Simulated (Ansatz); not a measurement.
**CuN+ (doublet): the correlation ladder, def2-TZVPP**

One table from this session's results is given with a row withheld; the runs are named, their logs left out.

Method: def2-TZVPP, core rule «outside noble gas», up to 10 orbitals frozen; program: Ansatz 0.2.0, Gaussian basis.

To be run: UHF; CCSD(T) on ROHF; CCSD(T) on UHF; CCSDT(Q) on ROHF; CCSDT(Q) on UHF; CASSCF and NEVPT2, 15 electrons in 10 orbitals.

3 further runs of the same task are left out: 1 for a known fault of the program, 2 set aside as unsound or not needed.

## What is computed

The geometry is a PBE0/def2-TZVP stationary point (not a proven minimum).

2 atoms, charge 1, spin multiplicity 2.

Atoms are counted from 1 here; the program's logs count them from 0.

Bond lengths: Cu1–N2 1.829 Å.

Geometry (Å):

```xyz
2
charge 1, multiplicity 2
Cu    0.0000    0.0000    0.0000
N     0.0000    0.0000    1.8288
```

The first run:

Contents of in.yaml:

```yaml
crystal:
  periodic: [false, false, false]
  atoms:
    - {symbol: Cu, position_ang: [0.000000, 0.000000, 0.000000]}
    - {symbol: N, position_ang: [0.000000, 0.000000, 1.828800]}
basis:
  gaussian: {orbitals: def2-TZVPP}
total_charge: 1
magnetization: {spin_polarized: true, initial_magnetization: 1}
hamiltonian: {xc: hf}
output: {orbitals: {seedname: orbitals}}
```

Run with:

```sh
$ ansatz run in.yaml --threads 1 --pin off --events-out ev --progress --plain --max-ram 4096MiB --backend cpu
```

Steps of the session up to this table: UHF; CCSD(T) on ROHF; CCSD(T) on UHF; CCSDT(Q) on ROHF; CCSDT(Q) on UHF; CASSCF and NEVPT2, 15 electrons in 10 orbitals.

One table of the session follows, with a row left open; its other results are not shown here.

It belongs to the step «Misses and costs». 

```
        method  from RCCSDT(Q) (meV)
          ROHF              +16307.4
          RMP2                -204.9
          UMP2                     ?
         RCCSD                +830.1
         UCCSD                 +37.5
      RCCSD(T)                 +38.0
      UCCSD(T)                -886.0
        RCCSDT                 -56.8
        UCCSDT               -1416.2
     RCCSDT(Q)                     0
     UCCSDT(Q)               -1780.3
CASSCF valence              +14087.3
NEVPT2 valence               +1529.1
```

Q: Estimate the row for UMP2 from the others.

The run gave: from RCCSDT(Q) (meV): -640.1. In the column «from RCCSDT(Q) (meV)» it lies between UCCSD(T) (-886.0) and RMP2 (-204.9).

Left out of the table: UHF (another determinant or state than the rows shown).

Caveats from the session: The determinant is far from a pure spin state, so its energy mixes those of several spin states (harmless only where they are near-degenerate, as at dissociation). The program flags UCCSD(T), UCCSDT(Q) as in doubt, so those rows may rest on another solution; read them beside their warnings. Warnings: spin contamination; coupled cluster took another determinant than the lowest; large T1 diagnostic. Restricted and unrestricted rows rest on different reference determinants; where their highest levels disagree by more than a few hundredths of an eV, they describe different states and don't form one ladder.
